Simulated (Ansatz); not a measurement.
**MgTl: a trigonal deformation path**

This session takes MgTl and sets out to follow a trigonal deformation at fixed volume.

Computed with Ansatz 0.2.0 (DFT PBEsol, scalar-relativistic, plane waves, PAW, unless a step's input says otherwise).

**1. Starting point**

It takes space group Pm-3m (No. 221, cubic). The conventional cell has a = 3.635 Å, b = 3.635 Å, c = 3.635 Å, α = 90.00°, β = 90.00°, γ = 90.00°. Around Mg (site symmetry m-3m) lie 8 Tl at 3.15 Å. Around Tl (site symmetry m-3m) lie 8 Mg at 3.15 Å.

Coordinates:

```cif
data_structure
_symmetry_space_group_name_H-M 'Pm-3m'
_symmetry_Int_Tables_number 221
_cell_length_a 3.6350
_cell_length_b 3.6350
_cell_length_c 3.6350
_cell_angle_alpha 90.000
_cell_angle_beta 90.000
_cell_angle_gamma 90.000
_cell_volume 48.03
loop_
_atom_site_label
_atom_site_type_symbol
_atom_site_symmetry_multiplicity
_atom_site_Wyckoff_symbol
_atom_site_fract_x
_atom_site_fract_y
_atom_site_fract_z
_atom_site_occupancy
Mg1 Mg 1 a 0.00000 0.00000 0.00000 1
Tl1 Tl 1 b 0.50000 0.50000 0.50000 1
```

No relaxation comes first: the listed cell is the starting point.

**2. The reference: the undisturbed cell on the scan's mesh**

Input file input.yaml:

```yaml
crystal:
  lattice:
    - [3.635, 0.0, 0.0]
    - [0.0, 3.635, 0.0]
    - [0.0, 0.0, 3.635]
  atoms:
    - { symbol: Mg, position: [0.0, 0.0, 0.0] }
    - { symbol: Tl, position: [0.5, 0.5, 0.5] }
basis:
  ecutwfc: 420
kpoints:
  mp_grid: { grid: [14, 14, 14] }
hamiltonian:
  xc: pbesol
scf:
  occupations: { method: gaussian, width: 0.15 }
output:
  forces: true
  stress: true
  eigenvalues: true
  write_density: true
  write_potential: true
  elf: true
  volumetric_format: npy
```

On the command line:

```console
$ ansatz run input.yaml --threads 1 --pin off --max-ram 2560MiB --backend cpu --events-out ev --progress --plain --runs-dir out
```

Further runs follow: point ρ = 0.500; ρ = 2.000; At ρ = 0.710; point ρ = 1.410; At ρ = 0.600; ρ = 0.850; ρ = 1.200; ρ = 1.700; point ρ = 0.930; At ρ = 1.080.

What does the calculation give? Wanted: highest point.

**Answer**, as computed:

| quantity | value |
| --- | --- |
| highest point | 3561.7 meV/atom at ρ = 0.500 |

No sampled point lies below the undisturbed cell. No further minimum shows among the sampled points. At ρ = 2.000 the cell takes another symmetry, Fm-3m, 220.8 meV/atom from the start at this fixed volume. Spin-orbit coupling is left out for Tl.
